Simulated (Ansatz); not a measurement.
## Sb on several prototypes: a ranking of structure types by relaxed energy, step by step

Computed with Ansatz 0.2.0, Python API.

Interactive session:
```pycon
>>> import ansatz as az
>>> import numpy as np
>>> import spglib
>>> def bcc(A, a):
...     return az.Crystal.bcc(A, a=a)
...
>>> def diamond(A, a):
...     return az.Crystal.diamond(A, a=a)
...
>>> def fcc(a_site, a):
...     return (
...         az.Lattice.fcc(a)
...         .space_group(225)
...         .atom(a_site, (0, 0, 0))
...         .primitive()
...     )
...
>>> def sc(A, a):
...     return (
...         az.Lattice.cubic(a)
...         .space_group(221)
...         .atom(A, (0, 0, 0))
...     )
...
>>> def run_phase(name, crystal, relax=True):
...     calc = crystal.calculation()
...     calc = calc.functional('r2scan').basis(39 * az.Ry)
...     calc = calc.kpoints(spacing=0.3)
...     calc = calc.occupations('fermi_dirac', width=0.1)
...     calc = calc.stress().band_table()
...     if relax:
...         calc = calc.relax(force_tolerance=0.01, cell=True)
...     return calc.run()
...
>>> def bulk_modulus(name, outcome, step=0.015):
...     # B = -V dP/dV from the pressures of two uniformly scaled cells, atoms held at their fractions
...     pressure = []
...     for factor in (1 - step, 1.0, 1 + step):
...         cell = az.Crystal(lattice=az.Lattice.of(outcome.lattice.cell_ang * factor ** (1 / 3)))
...         for site in outcome.report['lattice']['sites']:
...             cell = cell.atom(site['symbol'], site['position_frac'])
...         pressure.append(np.trace(run_phase(name, cell, relax=False).report['stress_gpa']) / 3)
...     slope, bend = (pressure[0] - pressure[2]) / (2 * step), abs(pressure[0] + pressure[2] - 2 * pressure[1])
...     # a jump of mesh or basis between the cells shows as a kink: no modulus then
...     return float(slope) if bend < 12 * step**2 * abs(slope) + 0.15 and abs(pressure[1]) < 1.5 else float('nan')
...
>>> def space_group(outcome):
...     sites = outcome.report['lattice']['sites']
...     kinds = sorted({site['symbol'] for site in sites})
...     cell = (outcome.lattice.cell_ang, [site['position_frac'] for site in sites], [kinds.index(site['symbol']) for site in sites])
...     return spglib.get_spacegroup(cell, symprec=0.01)
...
>>> def volume_per_atom(outcome):
...     return abs(np.linalg.det(outcome.lattice.cell_ang)) / len(outcome.lattice.sites)
...
>>> phases = {}
>>> phases['bcc'] = bcc('Sb', 3.92)
>>> phases['diamond'] = diamond('Sb', 6.8)
>>> phases['fcc'] = fcc('Sb', 4.94)
>>> phases['sc'] = sc('Sb', 3.21)
>>> done = {}
>>> for name, crystal in phases.items():
...     try:
...         done[name] = run_phase(name, crystal)
...     except az.NonConvergedError as error:
...         print(name, 'did not converge:', str(error)[:120])
...
>>> energy = {name: o.report['energy_sigma0_ev'] / len(o.lattice.sites) for name, o in done.items()}
>>> lowest = min(energy.values())
>>> rows = [(name, len(o.lattice.sites), 1000 * (energy[name] - lowest), space_group(o), volume_per_atom(o), bulk_modulus(name, o)) for name, o in done.items()]
>>> rows.sort(key=lambda row: row[2])
>>> print('     phase       atoms  dE (meV/atom)  space group  V (A^3/atom)     B (GPa)')
     phase       atoms  dE (meV/atom)  space group  V (A^3/atom)     B (GPa)
>>> for row in rows:
...     print(f'{str(row[0]):>10}  {row[1]:10d}  {row[2]:13.1f}  {str(row[3]):>11}  {row[4]:12.3f}  {row[5]:10.0f}')
...
        sc           1            0.0  Pm-3m (221)        29.463          63
       bcc           1          346.6  Im-3m (229)        26.849          61
   diamond           2          353.8  Fd-3m (227)        42.013          34
       fcc           1          450.2  Fm-3m (225)        27.401          63
>>> print('lowest in energy:', rows[0][0])
lowest in energy: sc
```

By space group at the end of each run: Pm-3m (+0 meV an atom, 29.5 Å³), Im-3m (+347 meV an atom, 26.8 Å³), Fd-3m (+354 meV an atom, 42.0 Å³) and Fm-3m (+450 meV an atom, 27.4 Å³).

For the metals among these phases the mesh is modest: differences between phases can be off by up to 40 meV an atom. Pressure is positive in compression. The cells are built on prototypes, so most aren't the phase found in nature. Rows bear the name of their start, and a relaxation keeps or raises the symmetry. Differences under about 40 meV an atom lie within the error of mesh and functional. Hardware and time: 74 s on 1 thread of Intel(R) Xeon(R) Platinum 8375C CPU @ 2.90GHz (Ice Lake), with other jobs on the host, peak memory 0.75 GiB.
